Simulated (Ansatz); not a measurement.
# H₅NOSSi, SMILES N[SiH](O)S: a rigid scan of one bond angle

Computed with Ansatz 0.2.0, Python API.

Notebook, run cell by cell (the value of a cell's last expression is shown):

In [1]:
```python
import ansatz
from ase import Atoms
```

In [2]:
```python
BASIS = 'cc-pVDZ'
XC = 'hf'
FORCE_TOL = 0.02

atoms = Atoms(['N', 'Si', 'O', 'S', 'H', 'H', 'H', 'H', 'H'], positions=[
    (-0.3538, 0.5692, -1.1599),
    (0.4483, 0.0673, 0.1688),
    (0.7072, -1.5094, -0.1852),
    (-0.797, 0.1519, 1.8054),
    (0.1746, 0.4329, -2.0095),
    (-1.2153, 0.031, -1.2875),
    (1.7166, 0.8465, 0.3543),
    (0.5237, -2.1077, 0.5287),
    (-1.1158, 1.472, 1.7677),
])
```

In [3]:
```python
# relax first, so that the scan starts from a minimum
first = (
    ansatz.Crystal.molecule_from_ase(atoms).calculation()
    .basis(gaussian=BASIS)
    .functional(XC)
    .relax(force_tolerance=FORCE_TOL, max_steps=80)
)
atoms.positions = first.run(threads=1, backend='cpu').report['positions_ang']

rows = []
for angle in [90, 100, 110, 120, 135, 150, 165, 179]:
    bent = atoms.copy()
    bent.set_angle(1, 2, 7, angle, indices=[7])
    calc = (
        ansatz.Crystal.molecule_from_ase(bent).calculation()
        .basis(gaussian=BASIS)
        .functional(XC)
    )
    rows.append((angle, calc.run(threads=1, backend='cpu').report['free_energy_ev']))
floor = min(e for _, e in rows)
for angle, e in rows:
    print(f'angle Si1-O2-H7 = {angle:3d} deg   {1000 * (e - floor):9.1f} meV')
```
```text
angle Si1-O2-H7 =  90 deg       393.4 meV
angle Si1-O2-H7 = 100 deg       148.5 meV
angle Si1-O2-H7 = 110 deg        27.2 meV
angle Si1-O2-H7 = 120 deg         0.0 meV
angle Si1-O2-H7 = 135 deg        78.3 meV
angle Si1-O2-H7 = 150 deg       224.7 meV
angle Si1-O2-H7 = 165 deg       361.6 meV
angle Si1-O2-H7 = 179 deg       428.3 meV
```

The scan is rigid, and the energies are electronic, in a modest basis. The zero is the lowest point of the grid, which needn't be the minimum. Run time: 54 s on 1 thread of Arm Neoverse N1 (shared host), peak memory 0.24 GiB.
